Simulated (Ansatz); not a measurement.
# Ti3S2 (R32) in Ansatz: further runs

The runs below take Ti3S2 through projected density of states, with PBEsol, PBEsol+U.

Program: Ansatz 0.2.0. These are calculated values, not measurements. Logs are shortened: lines on timing, memory, paths and dates and some standing lists are left out, and cuts for length are marked.

### Step 1. The crystal as given

The structure is trigonal, space group R32 (No. 155). Conventional cell: a = 5.426 Å, b = 5.426 Å, c = 9.713 Å, α = 90.00°, β = 90.00°, γ = 120.00°. Ti (site symmetry 2) is surrounded by 4 S at 2.42 to 2.44 Å. S (site symmetry 3) is surrounded by 6 Ti at 2.42 to 2.44 Å.

The cell comes from a database or a generator and needn't be the stable form of this composition.

### Step 2. Projected density of states, PBEsol

input.yaml

```yaml
crystal:
  lattice:
    - [2.7131139241, 1.5664170544, 3.2376184047]
    - [-2.7131139241, 1.5664170544, 3.2376184047]
    - [0.0, -3.1328341088, 3.2376184047]
  atoms:
    - { symbol: Ti, position: [0.0, 0.335655, 0.664345] }
    - { symbol: Ti, position: [0.664345, 0.0, 0.335655] }
    - { symbol: Ti, position: [0.335655, 0.664345, 0.0] }
    - { symbol: S, position: [0.167839, 0.167839, 0.167839] }
    - { symbol: S, position: [0.832161, 0.832161, 0.832161] }
hamiltonian:
  xc: pbesol
  pseudopotentials: { kind: paw }
kpoints:
  mp_grid: { grid: [6, 6, 6] }
scf:
  occupations: { method: fermi_dirac, width: 0.05 }
  n_extra_bands: 12
output:
  forces: true
  stress: true
  eigenvalues: true
  dos: { projected: true, de: 0.05, nscf_kmesh: { grid: [9, 9, 9] } }
```

Potentials or basis: Ansatz PAW.

Command:

```
$ ansatz run input.yaml --threads 2 --pin off --max-ram 5632MiB --backend cpu --events-out ev --progress --plain --runs-dir out
```

The program printed:

```text
Warning: RAYON_NUM_THREADS=2 ignored (pool sized by the plan → 2); use --threads N
scf.n_extra_bands = 12 over 24 filled bands (N_el = 48.0): the run solves 36 bands
Engine: ansatz 0.2.0, aarch64-unknown-linux-gnu
Pseudopotentials: kind: paw
Pseudopotential: Ti, paw, valence charge 12, recommended cutoff 420 eV (normal), Ti.paw.azcp
Pseudopotential: S, paw, valence charge 6, recommended cutoff 420 eV (normal), S.paw.azcp
Functional definition: PBEsol
  exchange = pbesol_x
  correlation = pbesol_c
Crystal: 5 atoms, lattice volume = 82.557 Å³
Basis set: ecut = 420 eV, 1613 PW (Γ), exchange–correlation on 64×64×64 points (8 copies of the dense FFT grid, shifted against one another)
Bands: 36, of which v1, the nominal top of the filled ones, is band 24 counted from 1 (23 counted from 0)
Symmetry: 6 space group operations
Space group: R32 (ITA 155), of the structure as read, at distance tolerance 4.4e-5 Å
k-points: 32 of 216 (time reversal used)
Non-local potential: Ti, projectors of the file, l = 0: 3, l = 1: 2, l = 2: 3, l = 3: 1
Non-local potential: S, projectors of the file, l = 0: 2, l = 1: 2, l = 2: 2
PAW form: soft (Blöchl's): semilocal exchange-correlation on the pseudo side does not see the compensation charge
PAW frozen core: Ti, regenerated for the run's functional, and the local potential with it (the file was generated under x = pbe(κ = 0.804, μ = 0.2195149727645171), c = pbe(β = 0.06672455060314922))
PAW frozen core: S, regenerated for the run's functional, and the local potential with it (the file was generated under x = pbe(κ = 0.804, μ = 0.2195149727645171), c = pbe(β = 0.06672455060314922))
PAW one-centre angular grid: Ti, 590 points (default); XC on 64 Gauss nodes
PAW one-centre angular grid: S, 110 points (default); XC on 64 Gauss nodes
Initial density: superposition of atomic densities (neutral atoms: chi_scale 0, normalization atom), corrected by the library's trained network
Initial wavefunctions: pseudopotential atomic-orbital guess
Functional: x = pbesol(κ = 0.804, μ = 0.12345679012345678), c = pbesol(β = 0.046)
SCF iter   1: F=—  HF=-9196.821437 eV  |F-HF|=—  |Δ(HF+E_count)|=         —  Δρ=1.03e-2  dr2=7.34e-2  ethr=1.77e-3  ⟨swp⟩=5.4  Hψ=4952  notcnv=0  defer=26
preconditioner: auto → Kerker (q_TF=auto, 2.493 Å⁻¹)  [metal: Δε(μ)=0.069 eV  Ē_g=7.438 eV  σ=0.050 eV  W_gap=0.33  n_scr=20 (ndim 8)  ℏωp=20.0 eV  f_vac=0.000  D(μ)=1.98/eV (n_scr^D=14)]
SCF iter   2: F=—  HF=-9196.807350 eV  |F-HF|=—  |Δ(HF+E_count)|=   1.41e-2  Δρ=4.97e-3  dr2=1.78e-2  ethr=1.53e-4  ⟨swp⟩=2.0  Hψ=1725  notcnv=0  defer=47
SCF iter   3: F=—  HF=-9196.804507 eV  |F-HF|=—  |Δ(HF+E_count)|=   2.84e-3  Δρ=9.92e-4  dr2=8.91e-4  ethr=3.70e-5  ⟨swp⟩=2.7  Hψ=1980  notcnv=0  defer=47
SCF iter   4: F=—  HF=-9196.804427 eV  |F-HF|=—  |Δ(HF+E_count)|=   7.90e-5  Δρ=1.96e-4  dr2=3.46e-5  ethr=1.86e-6  ⟨swp⟩=2.0  Hψ=1403  notcnv=0  defer=47
SCF iter   5: F=—  HF=-9196.804412 eV  |F-HF|=—  |Δ(HF+E_count)|=   1.57e-5  Δρ=4.14e-5  dr2=1.26e-6  ethr=7.21e-8  ⟨swp⟩=2.0  Hψ=1402  notcnv=0  defer=47
SCF iter   6: F=—  HF=-9196.804412 eV  |F-HF|=—  |Δ(HF+E_count)|=   4.73e-9  Δρ=1.25e-5  dr2=1.75e-7  ethr=2.08e-10  ⟨swp⟩=8.9  Hψ=5084  notcnv=0
SCF iter   7: F=-9196.804412 eV  HF=-9196.804412 eV  |F-HF|=9.22e-9  |Δ(HF+E_count)|=   2.19e-8  Δρ=3.30e-6  dr2=1.76e-8  ethr=2.08e-10  ⟨swp⟩=4.0  Hψ=3057  notcnv=0
SCF 1 converged in 7 iterations: F = -9196.804412 eV  dr2 = 1.76e-8
NSCF: frozen V_eff on 85 k-points
SCF converged after 7 iterations
Free energy (F): -9196.804412 eV
Harris-Foulkes:  -9196.804412 eV  (|F-HF|=9.22e-9)
Internal energy: -9196.785112 eV  (E = F + TS)
E sigma→0 (E₀):  -9196.794762 eV
Entropy (-TS):   -0.019300 eV (-3.860 meV/atom)
Fermi energy:    12.162736 eV
--- Per-component energies (eV) ---
  E_band       = -475.843116
  E_kinetic    = 1038.559963
  E_local      = -2953.476357  (includes V_loc(G=0)·N_el)
  E_nonlocal   = 85.393749
  E_hartree    = 1210.176165
  E_xc         = -486.034857
  E_vxc        = -544.311134  (∫ρ·V_xc dr)
  E_paw        = -4236.684162  (= ΣΔE_a)
  E_vpaw       = -522.363109  (= ΣTr[D̂ρ^β])
  E_aug_tail   = 0.000387  (compensation charges beyond the density's cutoff)
  E_ewald      = -3855.262052
  E_core_change = 0.542052  (= ΣΔE_core)
  E_smearing   = -0.019300  (= −TS)
  E_closure    = 0.000000  (closes the sum)
  Σ components = -9196.804412   (vs F -9196.804412, Δ=0.00e0)
--- Forces (eV/Å), atoms counted from 1 ---
  atom   1  Ti     0.02207298    -0.03823153    -0.00000000
  atom   2  Ti     0.02207298     0.03823153    -0.00000000
  atom   3  Ti    -0.04414596    -0.00000000    -0.00000000
  atom   4  S     -0.00000000     0.00000000     0.03137282
  atom   5  S     -0.00000000    -0.00000000    -0.03137282
  max |Σ_I F_I| component: 4.72e-16 eV/Å
--- Stress (GPa, compression-positive) ---
       -4.213634       0.000000      -0.000000
        0.000000      -4.213634      -0.000000
       -0.000000       0.000000      -4.981147
  P = ⅓ Tr σ = -4.4695 GPa (-44.695 kbar)
--- Band table (eV; the first three rows and the last of 32) ---
  k-point 0: bands = ["-44.5672", "-44.5172", "-44.5172", "-21.0342", "-21.0342", "-20.9890", "-20.9742", "-20.9554", "-20.9548", "-20.9548", "-20.7762", "-20.7762", "-3.1232", "-1.2115", "6.1878", "6.1878", "6.5027", "7.9792", "8.2657", "8.2657", "10.0245", "10.7482", "12.1512", "12.1512", "12.7378", "12.7378", "13.9473", "13.9473", "14.1084", "14.6133", "14.6133", "14.9973", "15.4812", "15.4812", "15.5792", "16.3554"]
  k-point 1: bands = ["-44.5636", "-44.5211", "-44.5168", "-21.0562", "-21.0146", "-21.0134", "-20.9956", "-20.9708", "-20.9189", "-20.9016", "-20.8014", "-20.7816", "-2.9922", "-1.3007", "6.0878", "6.3092", "6.5249", "7.7194", "8.0869", "8.4031", "10.2937", "11.0061", "11.9800", "12.0706", "12.4911", "12.9124", "13.4764", "13.8471", "14.3907", "14.5855", "14.8268", "14.8968", "15.0832", "15.4676", "16.1580", "16.1970"]
  k-point 2: bands = ["-44.5540", "-44.5295", "-44.5179", "-21.0734", "-21.0354", "-21.0015", "-20.9912", "-20.9749", "-20.8838", "-20.8610", "-20.8456", "-20.7973", "-2.6588", "-1.5510", "6.1594", "6.2094", "6.5496", "7.4074", "7.8509", "8.6878", "10.7714", "11.3320", "11.7823", "11.8204", "12.1276", "13.0675", "13.2563", "13.5866", "14.2320", "14.6580", "14.7500", "14.8927", "15.1499", "15.2734", "15.7647", "17.0039"]
  k-point 31: bands = ["-44.5537", "-44.5233", "-44.5233", "-21.1531", "-21.0112", "-20.9653", "-20.9653", "-20.9628", "-20.9606", "-20.9606", "-20.7627", "-20.7627", "-2.0099", "-1.3378", "4.8488", "6.1117", "6.1117", "7.5179", "8.0658", "8.0658", "11.3412", "11.9876", "11.9876", "12.1141", "12.4708", "12.4708", "12.9849", "12.9849", "14.0677", "14.1947", "14.1947", "14.4015", "14.4015", "14.7229", "15.7588", "17.2212"]
```

Wall time 18 s (2 threads of Arm Neoverse V1, shared host); peak memory 0.4 GiB.

Results:

* Free energy: -9196.8044 eV
* Pressure: -4.5 GPa
* Largest force: 0.044 eV/Å
* Band gap on the k mesh: none (metal or under the smearing width)
* Density of states at the Fermi level: 1.81 states/eV per cell

Forces on the atoms (eV/Å):
```
Ti   0.022 -0.038  0.000
Ti   0.022  0.038  0.000
Ti  -0.044  0.000  0.000
S    0.000  0.000  0.031
S    0.000  0.000 -0.031
```

Stress tensor (GPa, compression positive):
```
-4.21  0.00  0.00
 0.00 -4.21  0.00
 0.00  0.00 -4.98
```

States per cell in windows of 0.5 eV (zero at the Fermi level; states under -8 eV left out):
```tsv
from (eV)	total	Ti 3d	S 3p	Ti 4s	S 3s	Ti 3p	Ti 3s
-8.0	0.00	0.00	0.00	0.00	0.00	0.00	0.00
-7.5	0.04	0.01	0.03	0.01	0.00	0.00	0.00
-7.0	1.08	0.15	0.72	0.17	0.01	0.01	0.03
-6.5	1.89	0.31	1.31	0.20	0.02	0.02	0.03
-6.0	1.93	0.34	1.41	0.10	0.02	0.03	0.01
-5.5	1.06	0.20	0.77	0.05	0.02	0.01	0.01
-5.0	1.90	0.44	1.33	0.07	0.02	0.02	0.01
-4.5	1.55	0.34	1.11	0.05	0.02	0.01	0.00
-4.0	1.13	0.22	0.84	0.03	0.01	0.01	0.00
-3.5	1.42	0.34	1.04	0.01	0.00	0.01	0.00
-3.0	0.00	0.00	0.00	0.00	0.00	0.00	0.00
-2.5	0.00	0.00	0.00	0.00	0.00	0.00	0.00
-2.0	0.20	0.14	0.01	0.04	0.01	0.00	0.00
-1.5	1.89	1.47	0.05	0.25	0.01	0.00	0.00
-1.0	2.79	2.29	0.09	0.21	0.02	0.01	0.00
-0.5	3.03	2.53	0.09	0.16	0.01	0.01	0.00
0.0	2.02	1.79	0.05	0.07	0.01	0.00	0.00
0.5	2.76	2.50	0.05	0.07	0.01	0.00	0.00
1.0	2.78	2.57	0.04	0.04	0.01	0.00	0.00
1.5	2.14	1.91	0.09	0.03	0.03	0.00	0.00
2.0	3.44	2.92	0.28	0.06	0.07	0.00	0.00
2.5	4.75	4.05	0.38	0.07	0.14	0.00	0.00
3.0	2.18	1.62	0.33	0.07	0.07	0.00	0.00
3.5	1.73	1.13	0.37	0.09	0.05	0.00	0.00
4.0	0.56	0.29	0.11	0.06	0.04	0.00	0.00
4.5	1.67	0.51	0.24	0.35	0.11	0.00	0.01
5.0	0.07	0.02	0.01	0.01	0.00	0.00	0.00
5.5	0.00	0.00	0.00	0.00	0.00	0.00	0.00
6.0	0.00	0.00	0.00	0.00	0.00	0.00	0.00
6.5	0.00	0.00	0.00	0.00	0.00	0.00	0.00
7.0	0.00	0.00	0.00	0.00	0.00	0.00	0.00
7.5	0.00	0.00	0.00	0.00	0.00	0.00	0.00
```

Caveat: the PAW data sets come from PBE, with cores solved anew for the run's functional, which leaves a small shift of forces and pressure; the density of states is complete only up to the lowest level of the last band computed.

### Step 3. Projected density of states, PBEsol+U

Changes to input.yaml since step 2:

```diff
@@ -14,2 +14,3 @@
   pseudopotentials: { kind: paw }
+  hubbard: { sites: [{ species: Ti, l: d, u_eff: 1.0 }] }
 kpoints:
```

Potentials or basis: Ansatz PAW.

Command:

```
$ ansatz run input.yaml --threads 2 --pin off --max-ram 5632MiB --backend cpu --events-out ev --progress --plain --runs-dir out
```

It took 20 s on 2 threads of Arm Neoverse V1, shared host; peak memory 0.5 GiB.

Results (log left out):

| Item | Value |
| --- | --- |
| Free energy | -9193.6853 eV |
| Pressure | -3.5 GPa |
| Largest force | 0.036 eV/Å |
| Band gap on the k mesh | none (metal or under the smearing width) |
| Density of states at the Fermi level | 1.60 states/eV per cell |

Forces in eV/Å, atoms in the order of the input:
```
Ti   0.018 -0.031  0.000
Ti   0.018  0.031  0.000
Ti  -0.036  0.000  0.000
S    0.000  0.000  0.020
S    0.000  0.000 -0.020
```

Stress tensor (GPa, compression positive):
```
-3.26  0.00  0.00
 0.00 -3.26  0.00
 0.00  0.00 -3.83
```

Levels at points of the mesh, in eV from the Fermi level:
```csv
k point,band 22,band 23,band 24,band 25,band 26,band 27
"(0.00, 0.00, 0.00)",-1.40,-0.02,-0.02,0.59,0.59,1.86
"(0.00, 0.00, -0.50)",-0.92,-0.68,-0.45,-0.15,0.89,1.34
"(0.00, -0.50, -0.50)",-0.99,-0.73,-0.22,0.12,0.70,1.42
"(-0.50, -0.50, -0.50)",-0.17,-0.17,-0.05,0.32,0.32,0.89
```

States per cell in windows of 0.5 eV (zero at the Fermi level; states under -8 eV left out):
```csv
from (eV),total,Ti 3d,S 3p,Ti 4s,S 3s,Ti 3p,Ti 3s
-8.0,0.00,0.00,0.00,0.00,0.00,0.00,0.00
-7.5,0.11,0.01,0.07,0.02,0.00,0.00,0.01
-7.0,1.54,0.21,1.04,0.22,0.01,0.01,0.03
-6.5,1.82,0.29,1.28,0.17,0.02,0.02,0.02
-6.0,2.04,0.36,1.51,0.09,0.02,0.03,0.01
-5.5,0.60,0.12,0.43,0.03,0.01,0.01,0.00
-5.0,2.17,0.49,1.53,0.08,0.02,0.02,0.01
-4.5,1.49,0.32,1.08,0.05,0.02,0.01,0.00
-4.0,1.10,0.23,0.83,0.02,0.00,0.01,0.00
-3.5,1.12,0.27,0.83,0.00,0.00,0.01,0.00
-3.0,0.00,0.00,0.00,0.00,0.00,0.00,0.00
-2.5,0.02,0.01,0.00,0.00,0.00,0.00,0.00
-2.0,0.32,0.23,0.01,0.06,0.01,0.00,0.00
-1.5,2.20,1.72,0.06,0.26,0.02,0.00,0.00
-1.0,2.86,2.35,0.10,0.22,0.01,0.01,0.00
-0.5,2.66,2.22,0.08,0.14,0.01,0.01,0.00
0.0,2.07,1.84,0.05,0.07,0.01,0.00,0.00
0.5,2.71,2.46,0.05,0.07,0.01,0.00,0.00
1.0,2.87,2.66,0.04,0.04,0.01,0.00,0.00
1.5,2.52,2.22,0.14,0.04,0.03,0.00,0.00
2.0,4.41,3.81,0.32,0.08,0.09,0.00,0.00
2.5,3.90,3.24,0.36,0.07,0.13,0.00,0.00
3.0,1.74,1.25,0.28,0.07,0.06,0.00,0.00
3.5,1.60,1.02,0.34,0.08,0.06,0.00,0.00
4.0,0.70,0.29,0.11,0.10,0.06,0.00,0.00
4.5,1.40,0.44,0.20,0.28,0.08,0.00,0.01
5.0,0.00,0.00,0.00,0.00,0.00,0.00,0.00
5.5,0.00,0.00,0.00,0.00,0.00,0.00,0.00
6.0,0.00,0.00,0.00,0.00,0.00,0.00,0.00
6.5,0.00,0.00,0.00,0.00,0.00,0.00,0.00
7.0,0.00,0.00,0.00,0.00,0.00,0.00,0.00
7.5,0.00,0.00,0.00,0.00,0.00,0.00,0.00
```

Eigenvalues of the final occupation matrices:
```csv
site,spin,trace,eigenvalues
site 1,1,1.52,0.22 0.23 0.32 0.36 0.39
site 2,1,1.52,0.22 0.23 0.32 0.36 0.39
site 3,1,1.52,0.22 0.23 0.32 0.36 0.39
```

Caveat: U without spin polarisation on a metal has little footing; the PAW data sets come from PBE, with cores solved anew for the run's functional, which leaves a small shift of forces and pressure; the density of states is complete only up to the lowest level of the last band computed.

### Step 4. Projected density of states, PBEsol+U

Changes to input.yaml since step 3:

```diff
@@ -14,3 +14,3 @@
   pseudopotentials: { kind: paw }
-  hubbard: { sites: [{ species: Ti, l: d, u_eff: 1.0 }] }
+  hubbard: { sites: [{ species: Ti, l: d, u_eff: 2.0 }] }
 kpoints:
```

Command:

```
$ ansatz run input.yaml --threads 2 --pin off --max-ram 5632MiB --backend cpu --events-out ev --progress --plain --runs-dir out
```

It took 21 s on 2 threads of Arm Neoverse V1, shared host; peak memory 0.5 GiB.

The run converged. Its results:

- Free energy: -9190.5941 eV
- Pressure: -2.4 GPa
- Largest force: 0.031 eV/Å
- Band gap on the k mesh: none (metal or under the smearing width)
- Density of states at the Fermi level: 1.42 states/eV per cell

Forces in eV/Å, atoms in the order of the input:
```
Ti   0.016 -0.027  0.000
Ti   0.016  0.027  0.000
Ti  -0.031  0.000  0.000
S    0.000  0.000  0.014
S    0.000  0.000 -0.014
```

Stress tensor (GPa, compression positive):
```
-2.22  0.00  0.00
 0.00 -2.22  0.00
 0.00  0.00 -2.62
```

Levels at points of the mesh, in eV from the Fermi level:
| k point | band 22 | band 23 | band 24 | band 25 | band 26 | band 27 |
| --- | --- | --- | --- | --- | --- | --- |
| (0.00, 0.00, 0.00) | -1.37 | -0.02 | -0.02 | 0.59 | 0.59 | 1.86 |
| (0.00, 0.00, -0.50) | -0.93 | -0.68 | -0.48 | -0.14 | 0.94 | 1.40 |
| (0.00, -0.50, -0.50) | -0.95 | -0.77 | -0.24 | 0.12 | 0.74 | 1.46 |
| (-0.50, -0.50, -0.50) | -0.17 | -0.17 | -0.06 | 0.32 | 0.32 | 0.97 |

States per cell in windows of 1 eV (zero at the Fermi level; states under -8 eV left out):
```
from (eV)  total  Ti 3d  S 3p  Ti 4s  S 3s  Ti 3p  Ti 3s
     -8.0   0.19   0.02  0.12   0.04  0.00   0.00   0.01
     -7.0   3.67   0.55  2.56   0.41  0.04   0.04   0.06
     -6.0   2.55   0.47  1.87   0.12  0.04   0.03   0.01
     -5.0   3.53   0.75  2.55   0.11  0.04   0.03   0.01
     -4.0   2.06   0.46  1.54   0.02  0.00   0.01   0.00
     -3.0   0.04   0.03  0.00   0.01  0.00   0.00   0.00
     -2.0   2.63   2.04  0.07   0.32  0.02   0.01   0.00
     -1.0   5.41   4.45  0.18   0.36  0.02   0.01   0.00
      0.0   4.69   4.21  0.10   0.13  0.02   0.00   0.00
      1.0   5.82   5.24  0.21   0.10  0.05   0.00   0.00
      2.0   8.33   7.05  0.67   0.17  0.22   0.00   0.01
      3.0   3.05   2.04  0.56   0.15  0.12   0.00   0.00
      4.0   2.01   0.71  0.29   0.36  0.13   0.00   0.01
      5.0   0.00   0.00  0.00   0.00  0.00   0.00   0.00
      6.0   0.00   0.00  0.00   0.00  0.00   0.00   0.00
      7.0   0.00   0.00  0.00   0.00  0.00   0.00   0.00
```

Eigenvalues of the final occupation matrices:
```
  site  spin  trace               eigenvalues
site 1     1   1.51  0.21 0.22 0.32 0.36 0.40
site 2     1   1.51  0.21 0.22 0.32 0.36 0.40
site 3     1   1.51  0.21 0.22 0.32 0.36 0.40
```

Caveat: U without spin polarisation on a metal has little footing; the PAW data sets come from PBE, with cores solved anew for the run's functional, which leaves a small shift of forces and pressure; the density of states is complete only up to the lowest level of the last band computed.

### Step 5. Projected density of states, PBEsol+U

Changes to input.yaml since step 4:

```diff
@@ -14,3 +14,3 @@
   pseudopotentials: { kind: paw }
-  hubbard: { sites: [{ species: Ti, l: d, u_eff: 2.0 }] }
+  hubbard: { sites: [{ species: Ti, l: d, u_eff: 3.0 }] }
 kpoints:
@@ -25 +25,5 @@
   dos: { projected: true, de: 0.05, nscf_kmesh: { grid: [9, 9, 9] } }
+  write_density: true
+  write_potential: true
+  elf: true
+  volumetric_format: npy
```

Command:

```
$ ansatz run input.yaml --threads 2 --pin off --max-ram 5632MiB --backend cpu --events-out ev --progress --plain --runs-dir out
```

Run time: 22 s. Hardware: 2 threads of Arm Neoverse V1, shared host; peak memory 0.53 GiB.

Results (log left out):

```
Free energy                          : -9187.5359 eV
Pressure                             : -1.1 GPa
Largest force                        : 0.040 eV/Å
Band gap on the k mesh               : none (metal or under the smearing width)
Density of states at the Fermi level : 1.11 states/eV per cell
```

Forces in eV/Å, atoms in the order of the input:
```
Ti   0.020 -0.035  0.000
Ti   0.020  0.035  0.000
Ti  -0.040  0.000  0.000
S    0.000  0.000  0.023
S    0.000  0.000 -0.023
```

Stress tensor (GPa, compression positive):
```
-1.06  0.00  0.00
 0.00 -1.06  0.00
 0.00  0.00 -1.31
```

Levels at points of the mesh, in eV from the Fermi level:
| k point | band 21 | band 22 | band 23 | band 24 | band 25 | band 26 | band 27 | band 28 |
| --- | --- | --- | --- | --- | --- | --- | --- | --- |
| (0.00, 0.00, 0.00) | -2.35 | -1.36 | -0.03 | -0.03 | 0.60 | 0.60 | 1.77 | 2.04 |
| (0.00, 0.00, -0.50) | -1.07 | -0.98 | -0.67 | -0.52 | -0.11 | 1.00 | 1.45 | 1.54 |
| (0.00, -0.50, -0.50) | -1.56 | -0.91 | -0.84 | -0.26 | 0.10 | 0.79 | 1.48 | 1.49 |
| (-0.50, -0.50, -0.50) | -0.82 | -0.19 | -0.19 | -0.07 | 0.34 | 0.34 | 1.07 | 1.07 |

States per cell in windows of 1 eV (zero at the Fermi level; states under -8 eV left out):
```csv
from (eV),total,Ti 3d,S 3p,Ti 4s,S 3s,Ti 3p,Ti 3s
-8.0,0.37,0.04,0.24,0.07,0.00,0.00,0.01
-7.0,3.63,0.54,2.54,0.40,0.05,0.04,0.05
-6.0,2.54,0.46,1.86,0.12,0.04,0.03,0.01
-5.0,3.45,0.72,2.51,0.11,0.04,0.03,0.01
-4.0,2.01,0.44,1.51,0.02,0.00,0.01,0.00
-3.0,0.07,0.05,0.00,0.01,0.00,0.00,0.00
-2.0,2.48,1.94,0.07,0.29,0.02,0.01,0.00
-1.0,5.49,4.47,0.19,0.40,0.02,0.01,0.00
0.0,4.44,3.96,0.11,0.13,0.01,0.00,0.00
1.0,6.18,5.55,0.22,0.11,0.05,0.00,0.00
2.0,8.09,6.87,0.60,0.18,0.20,0.00,0.01
3.0,3.24,2.18,0.54,0.16,0.14,0.00,0.00
4.0,2.03,0.75,0.29,0.34,0.12,0.00,0.01
5.0,0.00,0.00,0.00,0.00,0.00,0.00,0.00
6.0,0.00,0.00,0.00,0.00,0.00,0.00,0.00
7.0,0.00,0.00,0.00,0.00,0.00,0.00,0.00
```

Eigenvalues of the final occupation matrices:
```tsv
site	spin	trace	eigenvalues
site 1	1	1.49	0.20 0.21 0.30 0.37 0.41
site 2	1	1.49	0.20 0.21 0.30 0.37 0.41
site 3	1	1.49	0.20 0.21 0.30 0.37 0.41
```

Caveat: U without spin polarisation on a metal has little footing; the PAW data sets come from PBE, with cores solved anew for the run's functional, which leaves a small shift of forces and pressure; the density of states is complete only up to the lowest level of the last band computed.

[end of part 1 of 2]
